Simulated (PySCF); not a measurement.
# C2HBrF2 (1-Bromo-2,2-Difluoroethylene): the cost of one run

Programs: PySCF 2.14.0, with routines of our own; each step states its level. All values are computed. Atoms count from 0.

## (1) The starting structure

6 atoms, charge 0, multiplicity 1; geometry from: GFN2-xTB.

## (2) Relaxing the molecule at PBE0-D3(BJ)/def2-SVP

The job: settings as JSON, then the geometry in Å.

```
{"job": {"xc": "PBE0", "basis": "def2-SVP", "d3": "d3bj", "grid": 1, "maxiter": 30, "shake": 0.01, "kind": "geom"}, "charge": 0, "multiplicity": 1}
F     -0.752080     1.269830     0.871710
C     -0.628520     0.249380     0.071100
F     -1.809940    -0.107920    -0.450800
C      0.541590    -0.371160    -0.202040
Br     2.144570     0.145050     0.530130
H      0.528550    -1.215190    -0.864770
```

Run with:

```bash
$ OMP_NUM_THREADS=1 python heavy_run.py task.json out
```

One launch serves the whole session: the jobs run in the order shown.

**Question.** How long does this first job take on 1 thread of Intel Xeon 6975P-C, shared host, and how much memory does it need?

About 16 s, with a peak of 0.38 GiB.
